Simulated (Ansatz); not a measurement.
# CsEu in Ansatz: the effect of starting spin order

CsEu:

```xyz
2
Lattice="4.4644 0.0000 0.0000 -2.2322 3.8663 0.0000 0.0000 0.0000 8.0086" Properties=species:S:1:pos:R:3 pbc="T T T"
Eu    2.2322    1.2888    0.0000
Cs    0.0000    0.0000    4.0043
```

The cell comes from a database or a generator and needn't be the stable form of this composition.

Alike in all runs:

| Quantity | Value |
| --- | --- |
| Program | Ansatz 0.2.0 |
| Task | single point |
| Functional | PBE |
| Potentials or basis | Ansatz PAW |
| Cutoff | 420 eV (not typed: the program's choice for these potentials) |
| k mesh | 7 × 7 × 4 |
| Occupations | fermi-dirac, width 0.05 eV |

```tsv
starting spin order	spin	starting moments	energy over the lowest run (meV/atom)	pressure (GPa)	final net moment (μB)	final largest site moment (μB)
spin off	no spin polarisation	-	?	?	?	?
fm	collinear spin, ferromagnetic start	[7.0, 0.0] μB	0.0	-0.2	7.72	7.22
random	collinear spin, random start	[-3.75, 0.0] μB	0.0	-0.2	-7.72	7.22
```

**Question.** What does the run with starting spin order spin off give?

**Answer.** Energy over the lowest run 3855.8 meV/atom; pressure -0.6 GPa; final net moment 0.00 μB; final largest site moment 0.00 μB.
